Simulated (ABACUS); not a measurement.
The system is Ta3AsAu2O13.

```
Ta As Au O
1.0
     5.45204    0.00000    0.00000
    -2.72602    4.72161    0.00000
     0.00000    0.00000    9.57902
Ta As Au O
3 1 2 13
Direct
  0.00000 0.00000 0.19408
  0.00000 0.00000 0.80592
  0.66667 0.33333 0.00000
  0.00000 0.00000 0.50000
  0.33333 0.66667 0.27428
  0.33333 0.66667 0.72572
  0.00000 0.00000 0.00000
  0.23947 0.97129 0.36402
  0.02871 0.26818 0.36402
  0.73182 0.76053 0.36402
  0.23947 0.97129 0.63598
  0.02871 0.26818 0.63598
  0.73182 0.76053 0.63598
  0.38452 0.33425 0.85844
  0.66575 0.05026 0.85844
  0.94974 0.61548 0.85844
  0.38452 0.33425 0.14156
  0.66575 0.05026 0.14156
  0.94974 0.61548 0.14156
```

The cell was built by a generator and needn't be a form met in nature.

Base run:

| Quantity | Value |
| --- | --- |
| Program | ABACUS 3.10.1 |
| Functional | PBEsol |
| Potentials or basis | PseudoDojo NC SR 0.4.1 PBE standard |
| Cutoff | 1361 eV |
| Density cutoff | 5442 eV |
| Basis | DZP LCAO (the cutoffs set its grid) |
| k mesh | 6 × 6 × 3 |
| Occupations | fermi-dirac, width 0.05 eV |
| Spin | no spin polarisation |

Its results: band gap on the k mesh none (metal or under the smearing width); pressure -3.8 GPa; largest force 0.437 eV/Å.

Problem. After a change of settings the same cell gave: band gap on the k mesh none (metal or under the smearing width); pressure 5.2 GPa; largest force 0.502 eV/Å. Which change was it?
A. functional from PBEsol to RPBE
B. functional from PBEsol to LDA
C. functional from PBEsol to SOGGA

Solution. A.

RPBE binds less tightly than PBEsol, so the same cell stands under more pressure.

Caveats: the atomic orbitals were generated for these runs and aren't a published set; the potentials were made for another functional, which shifts forces and pressure; the basis of atomic orbitals isn't converged, which shifts pressures, moduli and gaps.

Runs at the PBE level aren't shown here.
